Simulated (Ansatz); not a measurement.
**NbRu: squeezing one contact**

The task here is to estimate one member of a computed series from the others.

Program: Ansatz 0.2.0. Level of theory: DFT PBEsol, with the methods named in each step. These are calculated values, not measurements.

2 further runs of the same task are left out: 2 that didn't finish. Runs told in other sessions of the task aren't counted.

### The structure to begin with

It takes space group Pm-3m (No. 221, cubic). The conventional cell has a = 3.184 Å, b = 3.184 Å, c = 3.184 Å, α = 90.00°, β = 90.00°, γ = 90.00°. Nb (site symmetry m-3m) is surrounded by 8 Ru at 2.76 Å. Around Ru (site symmetry m-3m) lie 8 Nb at 2.76 Å.

Coordinates:

```
Nb Ru
1.0
     3.18400    0.00000    0.00000
     0.00000    3.18400    0.00000
     0.00000    0.00000    3.18400
Nb Ru
1 1
Cartesian
  0.0000 0.0000 0.0000
  1.5920 1.5920 1.5920
```

Atoms are numbered in the order of the input: Nb1, Ru2.

Set-up of the first run:

Contents of input.yaml:

```yaml
crystal:
  lattice:
    - [3.184, 0.0, 0.0]
    - [0.0, 3.184, 0.0]
    - [0.0, 0.0, 3.184]
  atoms:
    - { symbol: Nb, position: [0.0, 0.0, 0.0] }
    - { symbol: Ru, position: [0.5, 0.5, 0.5] }
kpoints:
  mp_grid: { grid: [9, 9, 9] }
scf:
  occupations: { method: fermi_dirac, width: 0.05 }
hamiltonian:
  xc: pbesol
  pseudopotentials: { kind: all_electron, lapw: { basis_error: 0.001 } }
output:
  forces: true
  stress: true
  eigenvalues: true
  populations: true
```

Command:

```console
$ ansatz run input.yaml --threads 1 --pin off --max-ram 2048MiB --backend cpu --events-out ev --progress --plain --runs-dir out
```

Steps of the session up to this table: The bond as given, LAPW; Shortest bond scaled by 1, crystal datasets; Shortest bond scaled by 1.1, LAPW; Shortest bond scaled by 0.94, LAPW; Shortest bond scaled by 0.88, LAPW; Shortest bond scaled by 0.64, LAPW; Shortest bond scaled by 0.64, norm-conserving.

One table of the session follows, with a row left open; its other results are not shown here.

```
             method  length (Å)  force along the bond (eV/Å)  pressure (GPa)  largest force (eV/Å)
               LAPW       1.765                       23.330           87.92                23.330
               LAPW       2.427                        1.598           -2.61                 1.598
               LAPW       2.592                            ?               ?                     ?
               LAPW       2.757                        0.000           -9.85                 0.000
               LAPW       3.033                       -1.111           -5.00                 1.111
                PAW       1.765                       23.444           88.08                23.444
                PAW       2.427                        1.598           -2.59                 1.598
                PAW       2.592                        0.403           -8.23                 0.403
                PAW       2.757                        0.000           -9.83                 0.000
                PAW       3.033                       -1.111           -4.98                 1.111
PAW (cutoff 600 eV)       1.765                       23.430           88.03                23.430
   crystal datasets       2.757                        0.000           -9.85                 0.000
    norm-conserving       1.765                       23.933           89.80                23.934
```

**Question.** Estimate the row for LAPW, 2.592.

**Answer.** force along the bond (eV/Å): 0.404; pressure (GPa): -8.25; largest force (eV/Å): 0.404. In the column «force along the bond (eV/Å)» it lies between PAW, 2.592 (0.403) and LAPW, 2.427 (1.598).

Caveats from the session: Rows by PAW come from runs of the same series that aren't printed here. Warnings in the runs' records: gradients without spin orbit, crystal datasets made.
